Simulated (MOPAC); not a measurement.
**SnH3Br (SMILES [Br][SnH3]): PM6-D3**

We compute a structure relaxation of SnH3Br. 

The calculation is run with MOPAC 23.2.5.

3 further runs of the same task are left out: 3 set aside as unsound or not needed.

### Step 1. The structure to begin with

SnH3Br has 5 atoms, charge 0, and is taken as a singlet. As SMILES, `[Br][SnH3]`. All atoms were displaced at random from a relaxed shape. The run starts from this shape.

Bond lengths: Br1–Sn2 2.473 Å, Sn2–H3 1.701 Å, Sn2–H4 1.719 Å, Sn2–H5 1.684 Å. Angles: Br1–Sn2–H3 107.1°, Br1–Sn2–H4 107.3°, Br1–Sn2–H5 105.1°, H3–Sn2–H4 112.3°, H3–Sn2–H5 112.7°, H4–Sn2–H5 111.7°.

### Step 2. A structure relaxation at PM6-D3

run.mop

```
PM6-D3 BONDS CHARGE=0 DISP MULLIK CYCLES=300 EF GNORM=0.02 AUX(PRECISION=6) THREADS=1
BrH3Sn

Br    -2.098718 +1     0.214285 +1     0.812359 +1
Sn     0.192851 +1    -0.032234 +1    -0.084814 +1
H      0.155217 +1     0.489003 +1    -1.703438 +1
H      0.621860 +1    -1.690420 +1     0.057703 +1
H      1.154994 +1     0.945779 +1     0.892162 +1
```

Run with:

```console
mopac run.mop
```

**Question.** What will come out? Wanted: total energy at the end; dipole moment; HOMO energy; LUMO energy; HOMO–LUMO gap; dispersion energy; heat of formation.

Computed results:

At PM6-D3:

| quantity | value |
| --- | --- |
| total energy at the end | -12.59160 Eh |
| dipole moment | 3.87 D |
| HOMO energy | -10.19 eV |
| LUMO energy | -0.19 eV |
| HOMO–LUMO gap | 10.00 eV |
| dispersion energy | -2.41 kJ/mol |
| heat of formation | 10.4 kcal/mol |

What this shows: At the final geometry: Bond lengths: Br1–Sn2 2.499 Å, Sn2–H3 1.696 Å, Sn2–H4 1.696 Å, Sn2–H5 1.696 Å. Angles: Br1–Sn2–H3 103.5°, Br1–Sn2–H4 103.5°, Br1–Sn2–H5 103.5°, H3–Sn2–H4 114.7°, H3–Sn2–H5 114.7°, H4–Sn2–H5 114.7°. The optimisation took 19 steps and changed the energy by -0.028 eV. Mulliken charges run from -0.34 on Br1 to +0.27 on Sn2.
